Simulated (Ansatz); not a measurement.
This script for Ansatz 0.2.0 through its Python package starts 4 runs on C2H6AlS, SMILES [CH3][Al]([CH3])[S]. What input does the engine get in each?

`c2h6als.py`:
```python
"""Dispersion corrections for C2H6AlS."""

import ansatz as az

GEOMETRY = """
C    -0.68590    1.35590   -0.73860
Al   -0.24030   -0.50090   -0.42250
C     0.89430   -0.96430    1.10980
S    -0.90730   -2.08880   -1.78650
H    -1.37970    1.45550   -1.66670
H    -1.28260    1.81150    0.12810
H     0.21180    2.00200   -0.90970
H     1.23120   -0.02530    1.67140
H     1.85540   -1.43850    0.79660
H     0.38620   -1.65830    1.82110
"""


def main() -> None:
    c2h6als = az.Crystal.molecule()
    for line in GEOMETRY.strip().splitlines():
        symbol, *xyz = line.split()
        c2h6als = c2h6als.atom(symbol, [float(v) for v in xyz])

    calc = (
        c2h6als.calculation()
        .basis(gaussian="def2-SVP")
        .spin("collinear", total=1)
    )
    for name in ["pbe", "r2scan"]:
        for correction in ("d3bj", "d4"):
            r = calc.functional(name, dispersion=correction).run(threads=1).report
            print(f"{name:8s} {correction:5s} total {r['free_energy_ev']:.5f} eV, of which dispersion {1000 * r['dispersion']['energy']['ev']:.2f} meV")


if __name__ == "__main__":
    main()
```

Run 1:
```yaml
crystal:
  periodic: [false, false, false]
  atoms:
    - { symbol: C, position_ang: [-0.6859, 1.3559, -0.7386] }
    - { symbol: Al, position_ang: [-0.2403, -0.5009, -0.4225] }
    - { symbol: C, position_ang: [0.8943, -0.9643, 1.1098] }
    - { symbol: S, position_ang: [-0.9073, -2.0888, -1.7865] }
    - { symbol: H, position_ang: [-1.3797, 1.4555, -1.6667] }
    - { symbol: H, position_ang: [-1.2826, 1.8115, 0.1281] }
    - { symbol: H, position_ang: [0.2118, 2.002, -0.9097] }
    - { symbol: H, position_ang: [1.2312, -0.0253, 1.6714] }
    - { symbol: H, position_ang: [1.8554, -1.4385, 0.7966] }
    - { symbol: H, position_ang: [0.3862, -1.6583, 1.8211] }
basis:
  gaussian:
    orbitals: def2-SVP
hamiltonian:
  xc: pbe
  dispersion: d3bj
magnetization:
  spin_polarized: true
  initial_magnetization: 1.0
```

Run 2, against run 1:
```diff
-  dispersion: d3bj
+  dispersion: d4
```

Run 3, against run 1:
```diff
-  xc: pbe
+  xc: r2scan
```

Run 4, against run 1:
```diff
-  xc: pbe
-  dispersion: d3bj
+  xc: r2scan
+  dispersion: d4
```

Running `python c2h6als.py` prints:
```text
pbe      d3bj  total -19586.03579 eV, of which dispersion -188.20 meV
pbe      d4    total -19586.03020 eV, of which dispersion -182.62 meV
DeckWarning: the engine holds no damping parameters fitted to this dispersion correction and functional, so the run takes those fitted to r2scan beside the three-body term, which d3bj leaves out (hamiltonian.dispersion, under Limitations)
r2scan   d3bj  total -19594.77285 eV, of which dispersion -56.40 meV
r2scan   d4    total -19594.76290 eV, of which dispersion -46.45 meV
```
(Warnings from the package without file and line.)

Reading the output:
- Total energies depend on the basis set; only differences at equal settings carry meaning.
- The geometry is a force-field or estimated start, not a minimum of this method, and the basis set is short of its limit. D4 holds the three-body term, and d3bj doesn't.
- The run takes the species as open-shell (spin multiplicity 2), which needn't be its ground state.
- A dispersion term here runs with damping parameters fitted for another variant or functional.
- It ran for 54 s on 1 thread of Arm Neoverse V1 (shared host), peak memory 0.32 GiB.
